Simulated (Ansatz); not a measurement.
# Zr (hcp type): the cost of one run

Computed with Ansatz 0.2.0 (DFT, PBE, all-electron LAPW, scalar-relativistic, unless a step's input says otherwise).

### 1 Starting point

The structure is hexagonal, space group P6_3/mmc (No. 194). Conventional cell: a = 2.339 Å, b = 2.339 Å, c = 4.093 Å, α = 90.00°, β = 90.00°, γ = 120.00°. Around Zr (site symmetry -6m2) lie 12 Zr at 2.34 to 2.45 Å.

Coordinates:

```
Zr
1.0
     2.33892    0.00000    0.00000
    -1.16946    2.02556    0.00000
     0.00000    0.00000    4.09292
Zr
2
Direct
  0.33333 0.66667 0.25000
  0.66667 0.33333 0.75000
```

Atoms are numbered in the order of the input: Zr1, Zr2.

### 2 Hcp relaxed under pressure, LAPW

input.yaml

```yaml
crystal:
  lattice:
    - [2.3389190093, 0.0, 0.0]
    - [-1.1694595047, 2.0255632794, 0.0]
    - [0.0, 0.0, 4.09292334]
  atoms:
    - { symbol: Zr, position: [0.3333333333, 0.6666666667, 0.25] }
    - { symbol: Zr, position: [0.6666666667, 0.3333333333, 0.75] }
kpoints:
  mp_grid: { grid: [18, 18, 10] }
scf:
  occupations: { method: fermi_dirac, width: 0.1 }
hamiltonian:
  xc: pbe
  pseudopotentials: { kind: all_electron, lapw: { basis_error: 0.0005 } }
output:
  forces: true
  stress: true
  eigenvalues: true
relax:
  f_tol: 0.005
  max_steps: 12
  cell: { p_target: 350.0, stress_tol: 0.175 }
```

Started as:

```console
ansatz run input.yaml --threads 1 --pin off --max-ram 3584MiB --backend cpu --events-out ev --progress --plain --runs-dir out
```

**Question.** How long does this run take on 1 thread of Intel Xeon Platinum 8488C (Sapphire Rapids), shared host, and how much memory does it need?

About 2.4 min, with a peak of 0.74 GiB.
